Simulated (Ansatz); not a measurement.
# CH4F2OSSi: the cost of one run

Computed with Ansatz 0.2.0, Gaussian basis. Level: the settings change from run to run.

## Step 1: The molecule

The structure was relaxed beforehand with PBE0-D4 in a triple-zeta def2 set.

SMILES `CO[Si](F)(F)S`, 10 atoms, charge 0, spin multiplicity 1.

Atoms are counted from 1 here; the program's logs count them from 0.

Bond lengths: C1–O2 1.418 Å, C1–H7 1.093 Å, C1–H8 1.093 Å, C1–H9 1.090 Å, O2–Si3 1.608 Å, Si3–F4 1.586 Å, Si3–F5 1.582 Å, Si3–S6 2.095 Å, S6–H10 1.344 Å. Angles: O2–C1–H7 110.5°, O2–C1–H8 111.3°, O2–C1–H9 107.8°, H7–C1–H8 109.2°, H7–C1–H9 108.9°, H8–C1–H9 109.0°, C1–O2–Si3 126.3°, O2–Si3–F4 108.5°, O2–Si3–F5 112.4°, O2–Si3–S6 110.7°, F4–Si3–F5 105.3°, F4–Si3–S6 113.1°, F5–Si3–S6 106.7°, Si3–S6–H10 92.3°.

## Step 2: HSE06/def2-TZVPD

This run has atoms shaken by 0.03 Å, relativity set to none.

Input file in.yaml:

```yaml
crystal:
  periodic: [false, false, false]
  atoms:
    - {symbol: C, position_ang: [-0.136531, -1.176438, 1.191399]}
    - {symbol: O, position_ang: [0.305549, -0.010097, 0.642862]}
    - {symbol: Si, position_ang: [-0.241605, 0.736415, -0.772843]}
    - {symbol: F, position_ang: [-0.369779, -0.351407, -1.899512]}
    - {symbol: F, position_ang: [-1.675219, 1.358357, -0.602496]}
    - {symbol: S, position_ang: [0.975308, 2.311353, -1.311386]}
    - {symbol: H, position_ang: [-1.161156, -1.038472, 1.599224]}
    - {symbol: H, position_ang: [-0.209831, -1.944208, 0.401401]}
    - {symbol: H, position_ang: [0.548228, -1.532963, 1.831905]}
    - {symbol: H, position_ang: [2.127270, 1.559821, -1.118901]}
basis:
  gaussian: {orbitals: def2-TZVPD}
hamiltonian: {xc: {name: HSE06}, pseudopotentials: {relativity: none}}
output: {forces: true}
```

On the command line:

```console
ansatz run in.yaml --threads 4 --pin off --events-out ev --progress --plain --max-ram 10444MiB
```

What time and memory should one allow on 4 threads of Arm Neoverse N1, shared host?

About 13 s, with a peak of 1.1 GiB.
